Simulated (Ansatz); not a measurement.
**BaWO4: further runs on the relaxed cell**

An exercise on one series of results from a longer session: the logs are not shown, and one member is left open.

Program: Ansatz 0.2.0. Level of theory: DFT PBEsol, scalar-relativistic, plane waves, PAW. These are calculated values, not measurements.

1 further run of the same task is left out (set aside as unsound or not needed).

### Starting point

It takes space group I4_1/a (No. 88, tetragonal). Conventional cell: a = 5.606 Å, b = 5.606 Å, c = 12.553 Å, α = 90.00°, β = 90.00°, γ = 90.00°. Ba (site symmetry -4) is surrounded by 8 O at 2.71 to 2.76 Å. W (site symmetry -4) is surrounded by 4 O at 1.79 Å. Around O (site symmetry 1) lie 1 W at 1.79 Å.

Coordinates:

```cif
data_structure
_symmetry_space_group_name_H-M 'I4_1/a:1'
_symmetry_Int_Tables_number 88
_cell_length_a 5.6063
_cell_length_b 5.6063
_cell_length_c 12.5531
_cell_angle_alpha 90.000
_cell_angle_beta 90.000
_cell_angle_gamma 90.000
_cell_volume 394.55
loop_
_atom_site_label
_atom_site_type_symbol
_atom_site_symmetry_multiplicity
_atom_site_Wyckoff_symbol
_atom_site_fract_x
_atom_site_fract_y
_atom_site_fract_z
_atom_site_occupancy
Ba1 Ba 4 b 0.50000 0.00000 0.25000 1
W1 W 4 a 0.00000 0.50000 0.25000 1
O1 O 16 f 0.62834 0.73124 0.42051 1
```

It goes back to an entry of the Materials Project.

This cell was relaxed beforehand with the same method: volume 16.44 Å³/atom, gap on the mesh 4.70 eV.

Set-up of the first run:

Input file input.yaml:

```yaml
crystal:
  lattice:
    - [-2.7748454261, 2.7748454261, 6.2131233223]
    - [2.7748454261, -2.7748454261, 6.2131233223]
    - [2.7748454261, 2.7748454261, -6.2131233223]
  atoms:
    - { symbol: Ba, position: [0.25, 0.75, 0.5] }
    - { symbol: Ba, position: [0.5, 0.5, 0.0] }
    - { symbol: W, position: [0.75, 0.25, 0.5] }
    - { symbol: W, position: [0.0, 0.0, 0.0] }
    - { symbol: O, position: [0.1517470253, 0.0488458533, 0.3595759101] }
    - { symbol: O, position: [0.6892699432, 0.7921711152, 0.6404240899] }
    - { symbol: O, position: [0.0607300568, 0.4578288848, 0.8595759101] }
    - { symbol: O, position: [0.5421711152, 0.4017470253, 0.6029011719] }
    - { symbol: O, position: [0.2078288848, 0.8482529747, 0.8970988281] }
    - { symbol: O, position: [0.9511541467, 0.3107300568, 0.1029011719] }
    - { symbol: O, position: [0.7988458533, 0.9392699432, 0.3970988281] }
    - { symbol: O, position: [0.5982529747, 0.2011541467, 0.1404240899] }
basis:
  ecutwfc: 420
kpoints:
  mp_grid: { grid: [6, 6, 6] }
hamiltonian:
  xc: pbesol
scf:
  occupations: { method: gaussian, width: 0.02 }
output:
  forces: true
  stress: true
  eigenvalues: true
relax:
  adjacent_minimum: "off"
  f_tol: 0.01
  max_steps: 30
  cell: { stress_tol: 0.1, fix: [volume] }
```

On the command line:

```sh
> ansatz run input.yaml --threads 4 --pin off --max-ram 10240MiB --backend cpu --events-out ev --progress --plain --runs-dir out
```

Among the steps run: The cell scaled to 0.97 of its volume; Point at V/V0 = 1.03; Point at V/V0 = 0.94; The cell scaled to 1.06 of its volume; The cell scaled to 0.91 of its volume; The cell scaled to 1.10 of its volume; The cell scaled to 0.88 of its volume.

One table of the session follows, with a row left open; its other results are not shown here.

It belongs to the step «Equation of state». 

| volume (Å³/atom) | energy above the lowest point (meV/atom) | pressure (GPa) | gap on the mesh (eV) |
| --- | --- | --- | --- |
| 14.467 | 57.3 | 10.37 | 4.62 |
| 14.960 | 30.5 | 7.16 | 4.65 |
| 15.453 | 12.8 | 4.40 | 4.67 |
| 15.947 | 3.0 | 2.02 | 4.69 |
| 16.440 | 0.0 | -0.01 | 4.70 |
| 16.933 | ? | ? | ? |
| 17.426 | 10.4 | -3.18 | 4.71 |
| 18.084 | 26.6 | -4.69 | 4.72 |

Estimate the missing values for volume (Å³/atom) = 16.933.

Worked estimate for «energy above the lowest point (meV/atom)». A straight line through the neighbours (16.440, 0.0) and (17.426, 10.4) gives 0.0 + (10.4 − 0.0) × (16.933 − 16.440) / (17.426 − 16.440) = 5.2; a parabola fitted to 4 rows on both sides gives 2.9.

As computed: energy above the lowest point (meV/atom): 2.8; pressure (GPa): -1.73; gap on the mesh (eV): 4.71. In «energy above the lowest point (meV/atom)» the line misses by +2.4 and the parabola by +0.1.
